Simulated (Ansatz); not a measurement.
# Ba2Tl5V3O12 (C2) in Ansatz: convergence with k mesh

Aim: find how far k mesh must go before the results for Ba2Tl5V3O12 settle, at PBE. This setting moves, with any that are tied to it; all else stays.

All numbers are computed with Ansatz 0.2.0; they aren't measurements. Logs are shortened: lines on timing, memory, paths and dates and some standing lists are left out, and cuts for length are marked.

### 1 Starting point

The structure is monoclinic, space group C2 (No. 5). The conventional cell has a = 12.980 Å, b = 13.354 Å, c = 6.079 Å, α = 90.00°, β = 109.30°, γ = 90.00°. Ba (site symmetry 2) has 6 O at 2.58 to 2.76 Å as nearest neighbours. Ba (site symmetry 2) is surrounded by 8 O at 2.76 to 3.03 Å. V (site symmetry 1) has 4 O at 1.72 to 1.75 Å as nearest neighbours. V (site symmetry 2) has 4 O at 1.71 to 1.76 Å as nearest neighbours. Around Tl (site symmetry 1) lie 3 O at 2.57 to 2.74 Å. Around Tl (site symmetry 2) lie 4 O at 2.66 to 2.69 Å. Tl (site symmetry 1) is surrounded by 3 O at 2.55 to 2.75 Å. Around O (site symmetry 1) lie 1 V at 1.75 Å.

The cell was built by a generator and needn't be a form met in nature.

### 2 With k mesh 1 × 1 × 2

The input, input.yaml:

```yaml
crystal:
  lattice:
    - [6.49009, -6.67692, 0.0]
    - [6.49009, 6.67692, 0.0]
    - [-2.00957, 0.0, 5.7376]
  atoms:
    - { symbol: Ba, position: [0.47917, 0.52083, 0.0] }
    - { symbol: Ba, position: [0.79264, 0.20736, 0.0] }
    - { symbol: V, position: [0.65694, 0.94605, 0.25735], spin: 2.0 }
    - { symbol: V, position: [0.05395, 0.34306, 0.74265], spin: 2.0 }
    - { symbol: V, position: [0.57442, 0.42558, 0.5], spin: 2.0 }
    - { symbol: Tl, position: [0.49835, 0.85629, 0.63726] }
    - { symbol: Tl, position: [0.14371, 0.50165, 0.36274] }
    - { symbol: Tl, position: [0.01508, 0.98492, 0.5] }
    - { symbol: Tl, position: [0.30964, 0.12677, 0.21892] }
    - { symbol: Tl, position: [0.87323, 0.69036, 0.78108] }
    - { symbol: O, position: [0.0039, 0.26325, 0.44275] }
    - { symbol: O, position: [0.59719, 0.60676, 0.67706] }
    - { symbol: O, position: [0.91333, 0.4282, 0.84635] }
    - { symbol: O, position: [0.52536, 0.79943, 0.20594] }
    - { symbol: O, position: [0.68766, 0.41628, 0.31356] }
    - { symbol: O, position: [0.09251, 0.20316, 0.88601] }
    - { symbol: O, position: [0.58372, 0.31234, 0.68644] }
    - { symbol: O, position: [0.79684, 0.90749, 0.11399] }
    - { symbol: O, position: [0.5718, 0.08667, 0.15365] }
    - { symbol: O, position: [0.20057, 0.47464, 0.79406] }
    - { symbol: O, position: [0.73675, 0.9961, 0.55725] }
    - { symbol: O, position: [0.39324, 0.40281, 0.32294] }
hamiltonian:
  xc: pbe
  pseudopotentials: { kind: paw }
magnetization:
  spin_polarized: true
kpoints:
  mp_grid: { grid: [1, 1, 2] }
scf:
  occupations: { method: fermi_dirac, width: 0.05 }
output:
  forces: true
  stress: true
  eigenvalues: true
```

Potentials or basis: Ansatz PAW.

Run with:

```bash
ansatz run input.yaml --threads 8 --pin off --max-ram 20480MiB --backend cpu --events-out ev --progress --plain --runs-dir out
```

It took 4.1 s on 8 threads of Intel Xeon Platinum 8488C (Sapphire Rapids), shared host; peak memory 1.4 GiB.

Results:

```yaml
Free_energy: -84681.3075 eV
Pressure: 0.1 GPa
Largest_force: 0.114 eV/Å
Band_gap_on_the_k_mesh: 2.95 eV, direct
Net_moment: 0.00 μB per cell
Absolute_moment: 0.00 μB per cell
```

### 3 With k mesh 2 × 2 × 2

input.yaml: that of step 2 with these lines changed.

```diff
@@ -34,3 +34,3 @@
 kpoints:
-  mp_grid: { grid: [1, 1, 2] }
+  mp_grid: { grid: [2, 2, 2] }
 scf:
```

Potentials or basis: Ansatz PAW.

Run with:

```bash
ansatz run input.yaml --threads 8 --pin off --max-ram 20480MiB --backend cpu --events-out ev --progress --plain --runs-dir out
```

Wall time 9.3 s (8 threads of Intel Xeon Platinum 8488C (Sapphire Rapids), shared host); peak memory 2.4 GiB.

What came out:

* Free energy: -84681.4075 eV
* Pressure: 0.0 GPa
* Largest force: 0.021 eV/Å
* Band gap on the k mesh: 2.91 eV, indirect (least direct gap 2.95 eV)
* Net moment: 0.00 μB per cell
* Absolute moment: 0.00 μB per cell

### 4 With k mesh 2 × 2 × 3

input.yaml: that of step 3 with these lines changed.

```diff
@@ -34,3 +34,3 @@
 kpoints:
-  mp_grid: { grid: [2, 2, 2] }
+  mp_grid: { grid: [2, 2, 3] }
 scf:
```

Run with:

```bash
ansatz run input.yaml --threads 8 --pin off --max-ram 20480MiB --backend cpu --events-out ev --progress --plain --runs-dir out
```

Run time: 13 s. Hardware: 8 threads of Intel Xeon Platinum 8488C (Sapphire Rapids), shared host; peak memory 2.4 GiB.

What came out:

| Quantity | Value |
| --- | --- |
| Free energy | -84681.4271 eV |
| Pressure | 0.0 GPa |
| Largest force | 0.005 eV/Å |
| Band gap on the k mesh | 2.91 eV, indirect (least direct gap 2.95 eV) |
| Net moment | 0.00 μB per cell |
| Absolute moment | 0.00 μB per cell |

### 5 With k mesh 2 × 2 × 4

input.yaml: that of step 4 with these lines changed.

```diff
@@ -34,3 +34,3 @@
 kpoints:
-  mp_grid: { grid: [2, 2, 3] }
+  mp_grid: { grid: [2, 2, 4] }
 scf:
```

Run with:

```bash
ansatz run input.yaml --threads 8 --pin off --max-ram 20480MiB --backend cpu --events-out ev --progress --plain --runs-dir out
```

Wall time 17 s (8 threads of Intel Xeon Platinum 8488C (Sapphire Rapids), shared host); peak memory 2.5 GiB.

What came out:

```
Free energy            : -84681.4260 eV
Pressure               : 0.0 GPa
Largest force          : 0.005 eV/Å
Band gap on the k mesh : 2.91 eV, indirect (least direct gap 2.95 eV)
Net moment             : 0.00 μB per cell
Absolute moment        : 0.00 μB per cell
```

### 6 With k mesh 3 × 3 × 4

input.yaml: that of step 5 with these lines changed.

```diff
@@ -34,3 +34,3 @@
 kpoints:
-  mp_grid: { grid: [2, 2, 4] }
+  mp_grid: { grid: [3, 3, 4] }
 scf:
```

Potentials or basis: Ansatz PAW.

Run with:

```bash
ansatz run input.yaml --threads 8 --pin off --max-ram 20480MiB --backend cpu --events-out ev --progress --plain --runs-dir out
```

Run time: 35 s. Hardware: 8 threads of Intel Xeon Platinum 8488C (Sapphire Rapids), shared host; peak memory 3.1 GiB.

Results (log left out):

- Free energy: -84681.4271 eV
- Pressure: 0.0 GPa
- Largest force: 0.005 eV/Å
- Band gap on the k mesh: 2.89 eV, indirect (least direct gap 2.95 eV)
- Net moment: 0.00 μB per cell
- Absolute moment: 0.00 μB per cell

### 7 With k mesh 4 × 4 × 5

input.yaml: that of step 6 with these lines changed.

```diff
@@ -34,3 +34,3 @@
 kpoints:
-  mp_grid: { grid: [3, 3, 4] }
+  mp_grid: { grid: [4, 4, 5] }
 scf:
```

Run with:

```bash
ansatz run input.yaml --threads 8 --pin off --max-ram 20480MiB --backend cpu --events-out ev --progress --plain --runs-dir out
```

Wall time 68 s (8 threads of Intel Xeon Platinum 8488C (Sapphire Rapids), shared host); peak memory 3.9 GiB.

It converged, with:

| Quantity | Value |
| --- | --- |
| Free energy | -84681.4269 eV |
| Pressure | 0.0 GPa |
| Largest force | 0.005 eV/Å |
| Band gap on the k mesh | 2.90 eV, indirect (least direct gap 2.95 eV) |
| Net moment | 0.00 μB per cell |
| Absolute moment | 0.00 μB per cell |

### 8 With k mesh 4 × 4 × 7

input.yaml: that of step 7 with these lines changed.

```diff
@@ -34,3 +34,3 @@
 kpoints:
-  mp_grid: { grid: [4, 4, 5] }
+  mp_grid: { grid: [4, 4, 7] }
 scf:
```

Run with:

```bash
ansatz run input.yaml --threads 8 --pin off --max-ram 20480MiB --backend cpu --events-out ev --progress --plain --runs-dir out
```

Run time: 96 s. Hardware: 8 threads of Intel Xeon Platinum 8488C (Sapphire Rapids), shared host; peak memory 4.6 GiB.

It converged, with:

- Free energy: -84681.4268 eV
- Pressure: 0.0 GPa
- Largest force: 0.005 eV/Å
- Band gap on the k mesh: 2.90 eV, indirect (least direct gap 2.95 eV)
- Net moment: 0.00 μB per cell
- Absolute moment: 0.00 μB per cell

### 9 With k mesh 5 × 5 × 8

input.yaml: that of step 8 with these lines changed.

```diff
@@ -34,3 +34,3 @@
 kpoints:
-  mp_grid: { grid: [4, 4, 7] }
+  mp_grid: { grid: [5, 5, 8] }
 scf:
```

Potentials or basis: Ansatz PAW.

Run with:

```bash
ansatz run input.yaml --threads 8 --pin off --max-ram 20480MiB --backend cpu --events-out ev --progress --plain --runs-dir out
```

Standard output:

```text
Warning: RAYON_NUM_THREADS=8 ignored (pool sized by the plan → 8); use --threads N
Engine: ansatz 0.2.0, x86_64-unknown-linux-gnu
Pseudopotentials: kind: paw
Pseudopotential: Ba, paw, valence charge 10, recommended cutoff 420 eV (normal), Ba.paw.azcp
Pseudopotential: V, paw, valence charge 13, recommended cutoff 420 eV (normal), V.paw.azcp
Pseudopotential: Tl, paw, valence charge 13, recommended cutoff 420 eV (normal), Tl.paw.azcp
[... 100 lines left out ...]
        0.000000       0.020129       0.000000
       -0.001769       0.000000      -0.000632
  P = ⅓ Tr σ = 0.0066 GPa (0.066 kbar)
--- Band table (eV; the first three rows and the last of 126) ---
  k-point 0 ↑: bands = ["-59.5431", "-59.4091", "-59.4090", "-33.5219", "-33.4884", "-33.4669", "-33.3997", "-33.3997", "-33.3551", "-33.3551", "-33.3238", "-33.3237", "-20.9204", "-20.8961", "-12.4281", "-12.2851", "-12.2355", "-12.2103", "-11.9161", "-11.8512", "-11.8036", "-11.7764", "-11.7386", "-11.7332", "-11.6655", "-11.5529", "-6.2494", "-6.1351", "-6.1311", "-6.0767", "-6.0587", "-5.9931", "-5.5058", "-5.4962", "-5.4947", "-5.4636", "-5.4593", "-5.4591", "-5.4297", "-5.4155", "-5.4011", "-5.3970", "-5.3890", "-5.3561", "-5.3511", "-5.3401", "-5.3295", "-5.3293", "-5.3089", "-5.3037", "-5.2784", "-5.2715", "-5.2541", "-5.2495", "-5.2484", "-5.2274", "-5.2179", "-0.8003", "-0.5058", "-0.4153", "-0.3022", "-0.1100", "0.8712", "1.0588", "1.1489", "1.1688", "1.2472", "1.2721", "1.2986", "1.3967", "1.4265", "1.4462", "1.5253", "1.6298", "1.7283", "1.9374", "1.9657", "2.0733", "2.2034", "2.2592", "2.3678", "2.3967", "2.5636", "2.6725", "2.6741", "2.7798", "2.9266", "2.9735", "3.0686", "3.2035", "3.3433", "3.3665", "3.3816", "3.4995", "3.6105", "3.7205", "3.8376", "3.8670", "6.8191", "7.4304", "7.5900", "7.6038", "7.7165", "7.7733", "7.7860", "8.0267", "8.1961", "8.2854", "8.5927", "8.6098", "8.8166", "8.8699", "8.9631", "9.0222", "9.0522", "9.2543", "9.3855", "9.4555", "9.7146", "9.7283", "9.7639", "9.9190", "10.0530"]
  k-point 1 ↑: bands = ["-59.5431", "-59.4091", "-59.4090", "-33.5220", "-33.4884", "-33.4669", "-33.3997", "-33.3997", "-33.3551", "-33.3551", "-33.3238", "-33.3237", "-20.9200", "-20.8959", "-12.4476", "-12.2790", "-12.2319", "-12.2007", "-11.9154", "-11.8504", "-11.8014", "-11.7710", "-11.7476", "-11.7262", "-11.6713", "-11.5559", "-6.2407", "-6.1359", "-6.1289", "-6.0767", "-6.0611", "-5.9954", "-5.5047", "-5.4961", "-5.4948", "-5.4653", "-5.4603", "-5.4563", "-5.4279", "-5.4162", "-5.4037", "-5.3974", "-5.3915", "-5.3563", "-5.3497", "-5.3397", "-5.3317", "-5.3266", "-5.3100", "-5.3044", "-5.2792", "-5.2727", "-5.2603", "-5.2524", "-5.2388", "-5.2261", "-5.2181", "-0.7930", "-0.5301", "-0.4321", "-0.3398", "-0.0990", "0.9073", "1.0595", "1.1107", "1.1669", "1.2497", "1.2864", "1.3029", "1.3552", "1.4241", "1.4859", "1.5153", "1.6375", "1.7665", "1.9555", "1.9857", "2.0347", "2.1778", "2.2910", "2.3507", "2.4941", "2.5341", "2.6076", "2.6995", "2.7547", "2.9421", "3.0304", "3.0930", "3.1862", "3.3436", "3.3517", "3.4056", "3.4922", "3.6361", "3.7373", "3.8154", "3.8622", "6.8755", "7.3833", "7.5600", "7.6087", "7.6728", "7.7685", "7.7887", "8.0135", "8.0930", "8.2268", "8.5861", "8.6812", "8.7459", "8.9109", "8.9451", "8.9970", "9.0907", "9.2240", "9.4352", "9.4899", "9.5023", "9.6896", "9.7959", "9.9995", "10.0548"]
  k-point 2 ↑: bands = ["-59.5431", "-59.4091", "-59.4090", "-33.5220", "-33.4884", "-33.4669", "-33.3997", "-33.3997", "-33.3551", "-33.3551", "-33.3238", "-33.3237", "-20.9191", "-20.8955", "-12.4863", "-12.2727", "-12.2194", "-12.1814", "-11.9048", "-11.8508", "-11.7976", "-11.7673", "-11.7629", "-11.7134", "-11.6845", "-11.5622", "-6.2196", "-6.1367", "-6.1248", "-6.0768", "-6.0670", "-6.0000", "-5.5019", "-5.4960", "-5.4948", "-5.4680", "-5.4614", "-5.4532", "-5.4247", "-5.4175", "-5.4094", "-5.3989", "-5.3968", "-5.3560", "-5.3463", "-5.3398", "-5.3309", "-5.3260", "-5.3153", "-5.3045", "-5.2823", "-5.2735", "-5.2653", "-5.2539", "-5.2331", "-5.2213", "-5.2183", "-0.7772", "-0.6039", "-0.5032", "-0.3347", "-0.1092", "0.9789", "1.0463", "1.0795", "1.1483", "1.2549", "1.3135", "1.3185", "1.3450", "1.3956", "1.4931", "1.5133", "1.6575", "1.7844", "1.9817", "2.0081", "2.0501", "2.1818", "2.2334", "2.4359", "2.4801", "2.4916", "2.6174", "2.7193", "2.7616", "2.9981", "3.0672", "3.1434", "3.1915", "3.3281", "3.3641", "3.4501", "3.5110", "3.6638", "3.7178", "3.7824", "3.8675", "7.0211", "7.2963", "7.4426", "7.5828", "7.6339", "7.7595", "7.8060", "7.9239", "8.0390", "8.2023", "8.4693", "8.6536", "8.6975", "8.8626", "8.9340", "8.9733", "9.0923", "9.1937", "9.2542", "9.4483", "9.5611", "9.5722", "9.7501", "10.0813", "10.1936"]
  k-point 62 ↓: bands = ["-59.5431", "-59.4090", "-59.4090", "-33.5221", "-33.4884", "-33.4669", "-33.3997", "-33.3997", "-33.3551", "-33.3551", "-33.3238", "-33.3237", "-20.9175", "-20.8952", "-12.5322", "-12.2651", "-12.1978", "-12.1559", "-11.9140", "-11.8220", "-11.8042", "-11.7904", "-11.7768", "-11.7066", "-11.6742", "-11.5704", "-6.1942", "-6.1340", "-6.1225", "-6.0799", "-6.0664", "-6.0030", "-5.4963", "-5.4940", "-5.4899", "-5.4722", "-5.4659", "-5.4529", "-5.4306", "-5.4143", "-5.4123", "-5.4066", "-5.3994", "-5.3590", "-5.3441", "-5.3388", "-5.3295", "-5.3285", "-5.3144", "-5.3089", "-5.2881", "-5.2761", "-5.2734", "-5.2483", "-5.2320", "-5.2240", "-5.2099", "-0.8556", "-0.7454", "-0.5609", "-0.1425", "-0.1059", "1.0151", "1.1010", "1.1178", "1.1369", "1.1451", "1.2787", "1.3133", "1.3546", "1.3834", "1.5180", "1.6076", "1.6461", "1.7520", "1.8876", "2.0715", "2.0745", "2.1258", "2.3079", "2.3518", "2.3958", "2.6082", "2.6410", "2.7651", "2.9016", "2.9878", "3.0247", "3.2486", "3.2748", "3.3017", "3.3409", "3.3668", "3.5355", "3.6811", "3.7575", "3.7954", "3.8630", "7.1972", "7.1980", "7.4119", "7.5853", "7.5912", "7.7474", "7.8627", "7.9235", "8.0137", "8.1263", "8.2951", "8.3955", "8.6379", "8.8352", "8.9891", "9.0209", "9.0555", "9.1060", "9.2455", "9.3991", "9.5104", "9.5529", "9.7219", "9.7222", "10.0439"]
```

Run time: 2.7 min. Hardware: 8 threads of Intel Xeon Platinum 8488C (Sapphire Rapids), shared host; peak memory 5.9 GiB.

What came out:

- Free energy: -84681.4268 eV
- Pressure: 0.0 GPa
- Largest force: 0.005 eV/Å
- Band gap on the k mesh: 2.89 eV, indirect (least direct gap 2.95 eV)
- Net moment: 0.00 μB per cell
- Absolute moment: 0.00 μB per cell

### 10 Summary

| k mesh | energy less the tightest run, at zero smearing (meV/atom) | pressure (GPa) | largest force (eV/Å) | gap on the mesh (eV) | SCF cycles | CPU time (s) | peak memory (GiB) |
| --- | --- | --- | --- | --- | --- | --- | --- |
| 1 × 1 × 2 | 5.42 | 0.12 | 0.114 | 2.951 | 17 | 28 | 1.4 |
| 2 × 2 × 2 | 0.88 | 0.02 | 0.021 | 2.906 | 17 | 67 | 2.4 |
| 2 × 2 × 3 | -0.01 | 0.01 | 0.005 | 2.907 | 17 | 97 | 2.4 |
| 2 × 2 × 4 | 0.04 | 0.01 | 0.005 | 2.907 | 17 | 130 | 2.5 |
| 3 × 3 × 4 | -0.01 | 0.01 | 0.005 | 2.892 | 17 | 270 | 3.1 |
| 4 × 4 × 5 | 0.00 | 0.01 | 0.005 | 2.903 | 17 | 530 | 3.9 |
| 4 × 4 × 7 | 0.00 | 0.01 | 0.005 | 2.899 | 17 | 730 | 4.6 |
| 5 × 5 × 8 | 0.00 | 0.01 | 0.005 | 2.892 | 17 | 1300 | 5.9 |

Against the tightest run, the energy stays within 1 meV/atom from 2 × 2 × 2 on; the pressure stays within 0.1 GPa from 2 × 2 × 2 on; the largest force stays within 0.005 eV/Å from 2 × 2 × 3 on; the gap on the mesh stays within 0.01 eV from 4 × 4 × 7 on. Meshes of other sizes hit other points, so gaps and Fermi surfaces needn't settle smoothly. The tightest run that finished is the yardstick and may itself not be fully converged.

Caveats: odd divisions of the mesh miss points on the zone boundary, where band edges often lie, so the gap on the mesh can be too wide; spin-orbit coupling is left out, which as a rule narrows the gap of such compounds by several tenths of an eV; the starting moments weren't kept.
